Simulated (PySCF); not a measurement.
**C5H8BBr: spin-spin couplings**

Wanted: the spin-spin couplings of C5H8BBr (`B/C(C=C)=C(/C)Br`), by calculation.

Computed with PySCF 2.14.0, with density-fitted response routines of our own, on a single molecule in the gas phase. Atoms count from 0, in the outputs and in this text.

## Step 1: Starting geometry

15 atoms, charge 0, multiplicity 1; geometry from: GFN2-xTB.

Bonds of the start (Å): B0–C1 1.59, C1–C2 1.45, C2–C3 1.33, C1–C4 1.33, C4–C5 1.48, C4–Br6 1.96, B0–H7 1.17, B0–H8 1.17, C2–H9 1.08, C3–H10 1.08, C3–H11 1.08, C5–H12 1.09, C5–H13 1.09, C5–H14 1.09.

## Step 2: J couplings: B3LYP/pcSseg-1+pcJ-1

Job settings and geometry (Å):

```
{"job": {"kind": "j", "xc": "B3LYP", "basis": "pcJ-1"}, "charge": 0, "multiplicity": 1}
B     -1.132101     1.520857     0.209192
C     -0.268380     0.202951     0.033149
C     -0.719830    -1.165245    -0.092547
C     -2.009289    -1.487211    -0.072457
C      1.008356     0.587852     0.017616
C      2.326168    -0.076163    -0.110951
Br     1.032172     2.536710     0.221966
H     -1.619936     2.005311    -0.740108
H     -1.534700     1.792514     1.276187
H      0.031714    -1.937144    -0.206915
H     -2.767905    -0.730287     0.038901
H     -2.344799    -2.505908    -0.165532
H      2.187406    -1.150287    -0.214260
H      2.942745     0.117471     0.767947
H      2.863965     0.296567    -0.984100
```

Level: B3LYP/pcJ-1 Br:pcSseg-1 indirect spin-spin coupling, non-relativistic, gas phase.

Command:

```
> OMP_NUM_THREADS=1 python probes_run.py task.json out
```

One launch serves the whole session: the jobs run in the order shown.

Predict these results of the whole session: largest coupling of the table (B3LYP/pcSseg-1+pcJ-1).

As calculated:

```
                                            quantity                     value
largest coupling of the table (B3LYP/pcSseg-1+pcJ-1)  1J(C,H) C3–H11, 166.3 Hz
```

Of the pairs tabulated at B3LYP/pcSseg-1+pcJ-1, C3–H11 couples most strongly (166.3 Hz; Fermi contact 165.4 Hz). Couplings across rotatable bonds belong to this one conformer; where others are populated, the observed values are averages. Spin-orbit coupling is left out, which matters for shieldings and couplings at and beside the heavy atoms.
